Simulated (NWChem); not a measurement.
# Si2NH5F (SMILES F[SiH2]N[SiH2]): UB3LYP/6-31G(d) (Cartesian functions)

Aim: the vertical ionisation energy of Si2NH5F at UB3LYP/6-31G* (Cartesian functions), from 2 runs. 

The calculation is run with NWChem 7.3.0.

5 further runs of the same task are left out: 2 that didn't finish, 3 set aside as unsound or not needed. Runs told in other sessions of the task aren't counted.

### 1 Starting point

Si2NH5F has 9 atoms, charge 0, and is taken as a doublet. As SMILES, `F[SiH2]N[SiH2]`. The coordinates come from a PBE0-D4/def2-TZVP relaxation. This is one conformer, not always the lowest.

Bond lengths: F1–Si2 1.600 Å, Si2–N3 1.712 Å, N3–Si4 1.736 Å, Si2–H5 1.480 Å, Si2–H6 1.477 Å, N3–H7 1.012 Å, Si4–H8 1.489 Å, Si4–H9 1.494 Å. Some angles: F1–Si2–N3 112.4°, Si2–N3–Si4 128.4°, F1–Si2–H5 106.1°, F1–Si2–H6 106.9°, N3–Si2–H5 109.2°, N3–Si2–H6 108.5°, Si2–N3–H7 115.7°, Si4–N3–H7 115.2°, N3–Si4–H8 106.6°, N3–Si4–H9 109.5°.

### 2 Energy and forces at UB3LYP/6-31G(d) (Cartesian functions)

Contents of a.nw:

```
START a
memory 2200 mb

GEOMETRY units angstrom noautosym nocenter noautoz
 F     -1.778200     1.208900    -1.181800
 Si    -0.288000     1.123600    -0.604900
 N      0.241500    -0.491400    -0.403000
 Si     0.023600    -1.533600     0.967900
 H      0.576300     1.799100    -1.598800
 H     -0.302800     1.779800     0.718800
 H      0.600400    -0.942200    -1.234500
 H     -0.246300    -0.650000     2.136200
 H      1.261800    -2.340700     1.182700
END

BASIS cartesian
 * library 6-31G*
END

DFT
 xc b3lyp
 mult 2
 grid xfine
 convergence energy 1e-08
 maxiter 100
 mulliken
 print low
END

TASK dft gradient
```

Run with:

```console
$ nwchem a.nw > a.out
```

Output, shortened:

```text
[...]
 d= 0,ls=0.0,diis     1   -736.5669283104 -9.54D+02  8.79D-03  1.77D-01     5.3
[...]
 d= 0,ls=0.0,diis    10   -736.6391569510 -8.23D-09  9.98D-07  2.18D-09    52.9
[...]
         Total DFT energy =     -736.639156951045
      One electron energy =    -1451.434335248694
           Coulomb energy =      558.963714565548
    Exchange-Corr. energy =      -61.213803533626
 Nuclear repulsion energy =      217.045267265727
[...]
      Total Density - Mulliken Population Analysis
     ---------------------------------------------
    Atom       Charge   Shell Charges
 -----------   ------   -------------------------------------------------------
    1 F    9     9.37   1.99  0.95  3.32  0.93  2.10  0.07
    2 Si  14    13.21   2.00  1.99  5.96  0.99  1.64  0.14  0.24  0.24
    3 N    7     7.79   1.99  0.78  2.54  0.81  1.66  0.02
    4 Si  14    13.64   2.00  1.99  5.96  1.06  1.74  0.31  0.45  0.12
    5 H    1     1.10   0.52  0.59
    6 H    1     1.10   0.52  0.58
    7 H    1     0.65   0.50  0.15
    8 H    1     1.07   0.51  0.56
    9 H    1     1.07   0.50  0.56
[...]
      <S2> =      0.7514 (Exact =     0.7500)
                         DFT ENERGY GRADIENTS
    atom               coordinates                        gradient
                 x          y          z           x          y          z
   1 F      -3.360311   2.284490  -2.233278    0.010741  -0.000951   0.004454
   2 Si     -0.544241   2.123296  -1.143095   -0.003193  -0.008251  -0.001746
   3 N       0.456369  -0.928611  -0.761560   -0.004044   0.000470   0.001590
   4 Si      0.044598  -2.898084   1.829066    0.003075   0.006677  -0.006395
   5 H       1.089049   3.399806  -3.021294   -0.001734  -0.000094   0.000259
   6 H      -0.572209   3.363334   1.358335   -0.001391   0.000102  -0.000789
   7 H       1.134591  -1.780500  -2.332867   -0.001659   0.002075   0.004091
   8 H      -0.465440  -1.228322   4.036833   -0.000483  -0.000371  -0.000839
   9 H       2.384456  -4.423282   2.234979   -0.001313   0.000344  -0.000625
 Task  times  cpu:       62.0s     wall:       62.0s
[...]
```

Run time: 63 s. Hardware: 1 thread of Intel Xeon Platinum 8488C (Sapphire Rapids), shared host; peak memory 0.15 GiB.

### 3 The singlet cation: a single-point energy at B3LYP/6-31G(d) (Cartesian functions)

Contents of run.py:

```python
from ase import Atoms
from ase.calculators.nwchem import NWChem

mol = Atoms(['F', 'Si', 'N', 'Si', 'H', 'H', 'H', 'H', 'H'], positions=[
    [-1.778200, 1.208900, -1.181800],
    [-0.288000, 1.123600, -0.604900],
    [0.241500, -0.491400, -0.403000],
    [0.023600, -1.533600, 0.967900],
    [0.576300, 1.799100, -1.598800],
    [-0.302800, 1.779800, 0.718800],
    [0.600400, -0.942200, -1.234500],
    [-0.246300, -0.650000, 2.136200],
    [1.261800, -2.340700, 1.182700],
])

calc = NWChem(
    label='m1',
    theory='dft',
    memory='2200 mb',
    basis='6-31G*',
    charge=1,
    dft={'xc': 'b3lyp', 'mult': '1', 'grid': 'xfine', 'convergence': 'energy 1e-08', 'iterations': '100', 'mulliken': None},
    task='energy',
)
mol.calc = calc

e = mol.get_potential_energy()
print(f"E = {e:.6f} eV")
print("dipole (e A):", mol.get_dipole_moment().round(4))
```

Run with:

```console
$ export ASE_NWCHEM_COMMAND="nwchem PREFIX.nwi > PREFIX.nwo"
$ python run.py
```

Output:

```text
E = -20037.133829 eV
dipole (e A): [ 0.2347 -1.2351  0.4719]
```

The calculator wrote m1.nwi:

```
title "m1"

permanent_dir m1

scratch_dir m1

start m1

geometry units angstrom nocenter noautosym noautoz
  F  -1.7782000000000000e+00 1.2089000000000001e+00 -1.1818000000000000e+00
  Si -2.8799999999999998e-01 1.1235999999999999e+00 -6.0489999999999999e-01
  N  2.4149999999999999e-01 -4.9140000000000000e-01 -4.0300000000000002e-01
  Si 2.3599999999999999e-02 -1.5336000000000001e+00 9.6789999999999998e-01
  H  5.7630000000000003e-01 1.7990999999999999e+00 -1.5988000000000000e+00
  H  -3.0280000000000001e-01 1.7798000000000000e+00 7.1879999999999999e-01
  H  6.0040000000000004e-01 -9.4220000000000004e-01 -1.2344999999999999e+00
  H  -2.4629999999999999e-01 -6.5000000000000002e-01 2.1362000000000001e+00
  H  1.2618000000000000e+00 -2.3407000000000000e+00 1.1827000000000001e+00
end

charge 1

memory 2200 mb

basis noprint
   * library 6-31G*
end

dft
  xc b3lyp
  mult 1
  grid xfine
  convergence energy 1e-08
  iterations 100
  mulliken
end

task dft energy
```

m1.nwo, shortened:

```text
[...]
          Wavefunction type:  closed shell.
          No. of atoms     :     9
          No. of electrons :    48
[...]
          Charge           :     1
          Spin multiplicity:     1
[...]
          AO basis - number of functions:    78
[...]
              XC Information
              --------------
                         B3LYP Method XC Potential
                     Hartree-Fock (Exact) Exchange  0.200
                        Slater Exchange Functional  0.800 local
                    Becke 1988 Exchange Functional  0.720 non-local
              Lee-Yang-Parr Correlation Functional  0.810
                  VWN I RPA Correlation Functional  0.190 local
[...]
 d= 0,ls=0.0,diis     1   -736.1592508039 -9.53D+02  3.82D-02  2.07D+00     3.6
[...]
 d= 0,ls=0.5,diis    32   -736.3510925517 -6.08D-09  1.04D-06  1.60D-08   103.8
         Total DFT energy =     -736.351092555110
      One electron energy =    -1440.868072126382
           Coulomb energy =      548.359775217567
    Exchange-Corr. energy =      -60.888062912023
 Nuclear repulsion energy =      217.045267265727
[...]
      Total Density - Mulliken Population Analysis
     ---------------------------------------------
    Atom       Charge   Shell Charges
 -----------   ------   -------------------------------------------------------
    1 F    9     9.34   1.99  0.96  3.32  0.93  2.07  0.07
    2 Si  14    13.17   2.00  1.99  5.96  1.01  1.66  0.14  0.17  0.23
    3 N    7     7.71   1.99  0.80  2.50  0.81  1.59  0.02
    4 Si  14    13.24   2.00  1.99  5.96  1.16  1.64  0.19  0.19  0.10
    5 H    1     1.03   0.51  0.52
    6 H    1     1.06   0.51  0.55
    7 H    1     0.58   0.48  0.10
    8 H    1     0.94   0.48  0.46
    9 H    1     0.93   0.48  0.45
[...]
```

Wall time 1.8 min (1 thread of Intel Xeon Platinum 8488C (Sapphire Rapids), shared host); peak memory 0.14 GiB.

### 4 Outcome

Level: UB3LYP/6-31G* (Cartesian functions).

| quantity | value |
| --- | --- |
| doublet Si2NH5F: total energy | -736.63916 Eh |
| doublet Si2NH5F: ⟨S²⟩ | 0.751 |
| doublet Si2NH5F: largest force on an atom | 0.600 eV/Å |
| singlet cation: total energy | -736.35109 Eh |
| singlet cation: HOMO energy | -13.67 eV |
| singlet cation: LUMO energy | -10.19 eV |
| singlet cation: HOMO–LUMO gap | 3.48 eV |
| vertical ionisation energy (to the singlet cation) | 7.839 eV |

**Reading.** The vertical ionisation energy comes to 7.84 eV (181 kcal/mol). The largest force (doublet Si2NH5F) is 0.60 eV/Å: the shape isn't a stationary point for this species at this level. Mulliken charges (singlet cation) run from -0.71 on N3 to +0.83 on Si2.
